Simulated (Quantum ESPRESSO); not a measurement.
**BiTe under changes of volume**

One of the cells (33.855 Å³/atom); the others are scaled copies at fixed shape and fractional positions:

```
CELL_PARAMETERS angstrom
0.00000 3.23500 3.23500
3.23500 0.00000 3.23500
3.23500 3.23500 0.00000
ATOMIC_POSITIONS crystal
Bi 0.00000 0.00000 0.00000
Te 0.50000 0.50000 0.50000
```

```yaml
Program: Quantum ESPRESSO 7.5
Functional: r2SCAN
Potentials_or_basis: SG15 PBE 1.2
Cutoff: 952 eV
Density_cutoff: 3810 eV
k_mesh: 5 × 5 × 5
Occupations: fermi-dirac, width 0.05 eV
Spin: no spin polarisation
```

```tsv
volume (Å³/atom)	energy over the lowest point (meV/atom)	pressure (GPa)
31.824	10.49	2.5
32.501	2.61	1.2
33.178	0.00	0.0
33.855	2.10	-1.0
34.532	8.40	-2.0
35.209	18.46	-2.8
35.886	?	?
```

Question: What does the run at 35.886 Å³/atom give?

Answer: Energy over the lowest point 31.86 meV/atom; pressure -3.5 GPa.

Worked out: A Birch-Murnaghan fit of order 3 (a polynomial in V^(-2/3)) to the other rows has its minimum at 33.20 Å³/atom with B0 = V·E''(V) = 54 GPa and B' = 4.5. It gives 31.87 meV/atom at 35.886 Å³/atom, against the run's 31.86, and -dE/dV = -3.5 GPa, against -3.5.

Energies are extrapolated to zero smearing.

Caveats: the potentials were made for another functional, which shifts forces and pressure.
